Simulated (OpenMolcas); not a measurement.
# UBPW91/def2-TZVP (Cholesky decomposition, core potential, PCM acetonitrile) run of InHF (SMILES [F][InH])

What is the vertical doublet–quartet gap of InHF at UBPW91/def2-TZVP (Cholesky decomposition, core potential, PCM acetonitrile)? 

The results are computed with OpenMolcas 26.06.

9 further runs of the same task are left out: 6 for a known fault of the program, 3 set aside as unsound or not needed.

**1. The system as given**

InHF has 3 atoms, charge 0, and is taken as a doublet. SMILES: `[F][InH]`. Geometry: relaxed at PBE0-D4/def2-TZVP.

Bond lengths: F1–In2 1.970 Å, In2–H3 1.779 Å. Angles: F1–In2–H3 113.8°.

**2. A single-point energy at UBPW91/def2-TZVP (Cholesky decomposition, core potential, PCM acetonitrile)**

The input, job.inp:

```
* FHIn Kohn-Sham DFT

&GATEWAY
 Coord
 3
 angstrom
 F        1.088400       0.989500       0.694300
 In      -0.522500       0.355100      -0.244800
 H       -0.576900      -1.409400      -0.462800
 Basis = def2-TZVP
 Group = Full
 RF-Input
 PCM-Model
 Solvent=acetonitrile
 End of RF-Input

&SEWARD
 High

&SCF
 UHF
 Spin = 2
 KSDFT = 2
 1.0 GGA_X_B88
 1.0 GGA_C_PW91
 PrOrbitals = 0
```

Launch:

```
$ export MOLCAS_MEM=1860
$ pymolcas job.inp > job.log
```

Log:

```text
--- Start Module: gateway ---
[...]
--- Stop Module: gateway /rc=_RC_ALL_IS_WELL_ ---
--- Start Module: seward ---
[...]
      Basis functions           87
--- Stop Module: seward /rc=_RC_ALL_IS_WELL_ ---
[...]
--- Start Module: scf ---
[...]
       Convergence after  15 Iterations
[...]
::    Total KS-DFT energy                            -290.7234852755
[...]
      Total spin, S                                     0.5023702101
[...]
      Total electronic charge=   31.000000
      Total            charge=   -0.000000
[...]
      Dipole Moment (debye):
      Origin of the operator (angstrom)=   -0.2961    0.4313   -0.1142
                   X= -3.0117E+00               Y= -1.1001E+00               Z= -1.7483E+00           Total=  3.6520E+00
      Quadrupole Moment (debye*angstrom):
[...]
--- Stop Module: scf /rc=_RC_ALL_IS_WELL_ ---
[...]
```

It took 9.9 s on 1 thread of Arm Neoverse V1, shared host; peak memory 0.097 GiB.

**3. The quartet**

The input, job.inp:

```
&GATEWAY
 Coord
 3
 angstrom
 F        1.088400       0.989500       0.694300
 In      -0.522500       0.355100      -0.244800
 H       -0.576900      -1.409400      -0.462800
 Basis=def2-TZVP
 Group=Full
 RF-Input
 PCM-Model
 Solvent=acetonitrile
 End of RF-Input

&SEWARD
 High

&SCF
 UHF
 Spin=4
 KSDFT=2
 1.0 GGA_X_B88
 1.0 GGA_C_PW91
 PrOrbitals=0
```

Launch:

```
$ export MOLCAS_MEM=1860
$ pymolcas job.inp > job.log
```

Log:

```text
--- Start Module: gateway ---
[...]
--- Stop Module: gateway /rc=_RC_ALL_IS_WELL_ ---
--- Start Module: seward ---
[...]
      Basis functions           87
--- Stop Module: seward /rc=_RC_ALL_IS_WELL_ ---
[...]
--- Start Module: scf ---
[...]
       Convergence after  19 Iterations
[...]
::    Total KS-DFT energy                            -290.5347413689
[...]
      Total spin, S                                     1.5010830126
[...]
      Total electronic charge=   31.000000
      Total            charge=   -0.000000
[...]
      Dipole Moment (debye):
      Origin of the operator (angstrom)=   -0.2961    0.4313   -0.1142
                   X= -1.9823E+00               Y= -3.1435E+00               Z= -1.4112E+00           Total=  3.9753E+00
      Quadrupole Moment (debye*angstrom):
[...]
--- Stop Module: scf /rc=_RC_ALL_IS_WELL_ ---
[...]
```

Run time: 11 s. Hardware: 1 thread of Arm Neoverse V1, shared host; peak memory 0.097 GiB.

**4. Summary of results**

Level: UBPW91/def2-TZVP (Cholesky decomposition, core potential, PCM acetonitrile).

```
                                        quantity          value
                           doublet: total energy  -290.72349 Eh
     doublet: HOMO energy (highest over α and β)       -4.99 eV
      doublet: LUMO energy (lowest over α and β)       -3.72 eV
                                   doublet: ⟨S²⟩          0.755
                           quartet: total energy  -290.53474 Eh
     quartet: HOMO energy (highest over α and β)       -3.07 eV
                                   quartet: ⟨S²⟩          3.754
vertical energy of the quartet above the doublet       5.136 eV
```

In words: At this shape the quartet lies 5.14 eV (118 kcal/mol) above the doublet.
